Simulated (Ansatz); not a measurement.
## Cu, space group Cmcm: a band structure, step by step

Computed with the Python package of Ansatz (0.2.0).

Run as a notebook:

In [1]:
```python
from collections import defaultdict

import ansatz as az
import numpy as np
```

In [2]:
```python
xtal = (
    az.Lattice.of((1.21846, -3.97638, 0.0), (1.21846, 3.97638, 0.0), (0.0, 0.0, 2.4755))
    .atom('Cu', (0.13387, 0.86613, 0.25))
    .atom('Cu', (0.86613, 0.13387, 0.75))
)
```

In [3]:
```python
path = [
    ('G', (0.0, 0.0, 0.0)),
    ('S', (0.0, 0.5, 0.0)),
    ('R', (0.0, 0.5, 0.5)),
    ('Z', (0.0, 0.0, 0.5)),
    ('T', (-0.5, 0.5, 0.5)),
]
base = (
    xtal.calculation()
    .functional('pbesol', dispersion='d3bjatm')
    .pseudopotentials('paw')
    .basis(550)
    .kpoints(12, 12, 11, center='gamma')
    .occupations('fermi_dirac', width=0.15)
    .band_structure([point for _, point in path], intervals=6)
    .scf(extra_bands=10)
    .density_of_states(energy_step=0.05, projected=True)
)
out = base.run(threads=1)
report = out.report
```

In [4]:
```python
report['n_iterations'], report['closed_by']
```
Out [4]:
```text
(6, 'deck_thresholds')
```

In [5]:
```python
n_atoms = len(report['lattice']['sites'])
print('F =', round(report['free_energy_ev'], 4), 'eV for', n_atoms, 'atoms')
print('E(sigma -> 0) =', round(report['energy_sigma0_ev'], 4), 'eV, TS =', round(report['entropy_ts_ev'], 5), 'eV')
print('closed by', report['closed_by'], 'after', report['n_iterations'], 'iterations')

dos = out.density_of_states()
energy = np.asarray(dos.energies_ev) - dos.fermi_ev
projected = out.projected_density_of_states()
by_shell = defaultdict(float)
for site in projected.sites:
    for shell in site.shells:
        for part in shell.curves:
            by_shell[f'{site.species} {"spdf"[shell.l]}'] += np.sum(part.g_bin_mean_per_ev, axis=0)
print('E - E_F  ' + ' '.join(f'{name:>7s}' for name in by_shell))
for e in np.arange(-8, 8 + 0.1, 1.0):
    print(f'{e:7.1f}  ' + ' '.join(f'{np.interp(e, energy, curve):7.3f}' for curve in by_shell.values()))
```
```text
F = -13178.1484 eV for 2 atoms
E(sigma -> 0) = -13178.1279 eV, TS = 0.04084 eV
closed by deck_thresholds after 6 iterations
E - E_F     Cu s    Cu p    Cu d
   -8.0    0.181   0.001   0.004
   -7.0    0.264   0.002   0.023
   -6.0    0.341   0.002   0.102
   -5.0    0.536   0.003   0.917
   -4.0    0.105   0.004   5.052
   -3.0    0.130   0.003   7.126
   -2.0    0.111   0.001   6.463
   -1.0    0.239   0.001   0.541
    0.0    0.246   0.000   0.191
    1.0    0.228   0.000   0.103
    2.0    0.197   0.000   0.061
    3.0    0.181   0.000   0.045
    4.0    0.160   0.000   0.033
    5.0    0.184   0.000   0.026
    6.0    0.133   0.000   0.017
    7.0    0.093   0.000   0.010
    8.0    0.125   0.000   0.010
```

In [6]:
```python
bands = out.band_structure()
fermi = bands.fermi_energy_ev
print(f'zero of the bands: {fermi:.3f} eV, the Fermi level found on the SCF mesh')
for spin, channel in enumerate(bands.channels):
    print('channel', spin, '- computed levels within 8 eV of the Fermi level')
    for i, (label, _) in enumerate(path):
        levels = channel.eigenvalues_ev[i * 6] - fermi
        print(f'  {label:3s}', ' '.join(f'{e:7.3f}' for e in levels if abs(e) < 8))
```
```text
zero of the bands: 16.228 eV, the Fermi level found on the SCF mesh
channel 0 - computed levels within 8 eV of the Fermi level
  G    -4.960  -4.185  -3.699  -2.980  -2.713  -2.280  -1.966  -1.768  -1.627  -1.377  -0.109   4.799
  S    -5.077  -4.614  -3.720  -3.071  -2.868  -2.728  -2.647  -2.454  -2.063  -1.593  -0.446   1.291   2.490   6.868
  R    -4.579  -4.579  -4.100  -4.100  -2.596  -2.596  -1.761  -1.761  -1.206  -1.206   3.669   3.669   7.459   7.459
  Z    -4.588  -4.588  -3.906  -3.906  -3.191  -3.191  -2.673  -2.673  -1.648  -1.648   0.018   0.018
  T    -5.050  -5.050  -3.578  -3.578  -2.412  -2.412  -1.929  -1.929  -1.497  -1.497  -0.999  -0.999   3.696   3.696
```

Notes:
- Absolute energies stand on the zero of these potentials, so only differences at equal settings mean something. A total without «per atom» is that of the cell as typed.
- Dispersion corrections can be off by several per cent in the lattices of metals, and by several GPa in the pressure at a fixed cell.
- The mesh is modest for a metal, so energies can be off by several to tens of meV an atom and pressures by half a GPa or more; differences at equal mesh fare better.
- Projections exist only for the shells that the potentials hold, some of them semicore, and samples at single energies can miss narrow peaks.
- This isn't the structure that Cu takes at ambient conditions.
- Levels are Kohn-Sham eigenvalues on this mesh.
- The density of states is complete only as far up as bands were computed.
- The whole script took 16 s on 1 thread of Arm Neoverse V1 (shared host), peak memory 0.51 GiB.
